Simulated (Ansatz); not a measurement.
**C₂H₈AlGa: one species, many methods**

The task here is to estimate one member of a computed series from the others.

Method: functionals in def2-TZVPP, the program's frozen cores in correlated methods; program: Ansatz 0.2.0, Gaussian basis.

The runs, in order: LDA (SPW92), PBE-D4, revPBE-D4, BLYP-D4, r2SCAN-D4, B97M-V, PBE0-D4, B3LYP-D4, r2SCANh-D4, r2SCAN0-D4, HSE06-D4, BHLYP-D4, CAM-B3LYP-D4, LC-ωPBE, ωB97X-V, ωB97M-V, B2PLYP, PBE-QIDH; CCSD(T)/def2-SVP; CCSD(T)/def2-TZVPP; RPA on PBE.

2 further runs of the same task are left out: 2 that didn't finish.

### The geometry

An earlier PBE0-D4 in a triple-zeta def2 set relaxation fixed the geometry.

SMILES `[AlH2][CH2][CH2][GaH2]`, 12 atoms, charge 0, spin multiplicity 1.

Atoms are counted from 1 here; the program's logs count them from 0.

Bond lengths: Al1–C2 1.962 Å, Al1–H5 1.593 Å, Al1–H6 1.592 Å, C2–C3 1.534 Å, C2–H7 1.099 Å, C2–H8 1.099 Å, C3–Ga4 1.979 Å, C3–H9 1.098 Å, C3–H10 1.097 Å, Ga4–H11 1.577 Å, Ga4–H12 1.577 Å. Angles: C2–Al1–H5 120.5°, C2–Al1–H6 120.2°, H5–Al1–H6 119.3°, Al1–C2–C3 116.1°, Al1–C2–H7 107.6°, Al1–C2–H8 107.5°, C3–C2–H7 110.8°, C3–C2–H8 110.8°, H7–C2–H8 103.2°, C2–C3–Ga4 116.3°, C2–C3–H9 111.2°, C2–C3–H10 111.2°, Ga4–C3–H9 106.7°, Ga4–C3–H10 106.9°, H9–C3–H10 103.6°, C3–Ga4–H11 119.9°, C3–Ga4–H12 121.0°, H11–Ga4–H12 119.1°.

Set-up of the first run:

in.yaml

```yaml
crystal:
  periodic: [false, false, false]
  atoms:
    - {symbol: Al, position_ang: [-1.694503, 1.491300, 0.834963]}
    - {symbol: C, position_ang: [-0.687156, 0.220780, -0.270622]}
    - {symbol: C, position_ang: [0.684395, -0.204908, 0.268579]}
    - {symbol: Ga, position_ang: [1.697145, -1.501432, -0.831917]}
    - {symbol: H, position_ang: [-3.122713, 2.017160, 0.365485]}
    - {symbol: H, position_ang: [-1.089307, 2.006717, 2.214462]}
    - {symbol: H, position_ang: [-0.593690, 0.656717, -1.275042]}
    - {symbol: H, position_ang: [-1.330383, -0.654865, -0.436449]}
    - {symbol: H, position_ang: [0.598052, -0.642659, 1.271356]}
    - {symbol: H, position_ang: [1.338220, 0.663044, 0.420811]}
    - {symbol: H, position_ang: [1.066350, -2.064461, -2.163295]}
    - {symbol: H, position_ang: [3.133591, -1.987403, -0.398322]}
basis:
  gaussian: {orbitals: def2-TZVPP}
hamiltonian: {xc: lda}
output: {orbitals: {seedname: orbitals}}
```

Run with:

```
$ ansatz run in.yaml --threads 2 --pin off --events-out ev --progress --plain --max-ram 4352MiB
```

Among the steps run: LDA; PBE-D4 (GGA); revPBE-D4 (GGA); BLYP-D4 (GGA); r2SCAN-D4 (meta-GGA); B97M-V (meta-GGA); B3LYP-D4 (hybrid); r2SCANh-D4 (hybrid); r2SCAN0-D4 (hybrid); HSE06-D4 (hybrid); BHLYP-D4 (hybrid); CAM-B3LYP-D4 (range-separated); LC-ωPBE (range-separated); ωB97X-V (range-separated); ωB97M-V (range-separated); B2PLYP (double hybrid); PBE-QIDH (double hybrid).

One of the session's tables, all rows but one given; the rest of the session is left out.

It belongs to the step «Frontier levels by functional». 

| functional | HOMO (eV) | LUMO (eV) | gap (eV) |
| --- | --- | --- | --- |
| LDA (SPW92) | -5.76 | -2.60 | 3.15 |
| PBE-D4 | -5.63 | -2.33 | 3.29 |
| revPBE-D4 | -5.57 | -2.21 | 3.37 |
| BLYP-D4 | -5.51 | -2.27 | 3.24 |
| r2SCAN-D4 | -5.81 | -2.03 | 3.79 |
| B97M-V | ? | ? | ? |
| PBE0-D4 | -6.73 | -1.52 | 5.20 |
| B3LYP-D4 | -6.55 | -1.79 | 4.76 |
| r2SCANh-D4 | -6.23 | -1.75 | 4.48 |
| r2SCAN0-D4 | -6.86 | -1.35 | 5.51 |
| HSE06-D4 | -6.33 | -1.89 | 4.44 |
| BHLYP-D4 | -7.76 | -0.77 | 6.98 |
| CAM-B3LYP-D4 | -8.03 | -0.64 | 7.39 |
| LC-ωPBE | -9.33 | 0.54 | 9.87 |
| ωB97X-V | -8.99 | 0.38 | 9.37 |
| ωB97M-V | -8.86 | 0.10 | 8.96 |

Estimate the missing values for B97M-V.

The run gave: HOMO (eV): -5.93; LUMO (eV): -2.28; gap (eV): 3.65. In the column «HOMO (eV)» it lies between r2SCANh-D4 (-6.23) and r2SCAN-D4 (-5.81).
